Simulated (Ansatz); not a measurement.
# CsSi2N3: the cost of one run

Computed with Ansatz 0.2.0 (DFT PBE, scalar-relativistic, plane waves, PAW, unless a step's input says otherwise).

## (1) The system as given

It takes space group P-6m2 (No. 187, hexagonal). Conventional cell: a = 5.902 Å, b = 5.902 Å, c = 4.384 Å, α = 90.00°, β = 90.00°, γ = 120.00°. Cs (site symmetry -6m2) has 6 N at 3.04 Å and 3 Si at 3.41 Å as nearest neighbours. Si (site symmetry -6m2) has 2 Si at 2.19 Å as nearest neighbours. Si (site symmetry -6m2) is surrounded by 3 N at 1.31 Å. N (site symmetry mm2) is surrounded by 1 Si at 1.31 Å.

Structure file:

```
CELL_PARAMETERS angstrom
5.90228 0.00000 0.00000
-2.95114 5.11152 0.00000
0.00000 0.00000 4.38398
ATOMIC_POSITIONS crystal
Cs 0.66667 0.33333 0.00000
Si 0.00000 0.00000 0.00000
Si 0.00000 0.00000 0.50000
N 0.87228 0.12772 0.50000
N 0.87228 0.74456 0.50000
N 0.25544 0.12772 0.50000
```

The cell is invented: random cell by space group and Wyckoff sites (P-6m2, No. 187). The dimensions are guesses.

## (2) A first look at the guess

File input.yaml:

```yaml
crystal:
  lattice:
    - [5.90227578, 0.0, 0.0]
    - [-2.95113789, 5.11152076, 0.0]
    - [0.0, 0.0, 4.38398061]
  atoms:
    - { symbol: Cs, position: [0.66666667, 0.33333333, 0.0] }
    - { symbol: Si, position: [0.0, 0.0, 0.0] }
    - { symbol: Si, position: [0.0, 0.0, 0.5] }
    - { symbol: "N", position: [0.87228078, 0.12771922, 0.5] }
    - { symbol: "N", position: [0.87228078, 0.74456156, 0.5] }
    - { symbol: "N", position: [0.25543844, 0.12771922, 0.5] }
basis:
  ecutwfc: 420
kpoints:
  mp_grid: { grid: [3, 3, 4] }
hamiltonian:
  xc: pbe
scf:
  occupations: { method: gaussian, width: 0.1 }
  lower_state_search: "off"
output:
  forces: true
  stress: true
  eigenvalues: true
```

Launch:

```console
$ ansatz run input.yaml --threads 1 --pin off --max-ram 2560MiB --backend cpu --events-out ev --progress --plain --runs-dir out
```

**Question.** How long does this run take on 1 thread of Arm Neoverse V1, shared host, and how much memory does it need?

About 3.5 s, with a peak of 0.32 GiB.
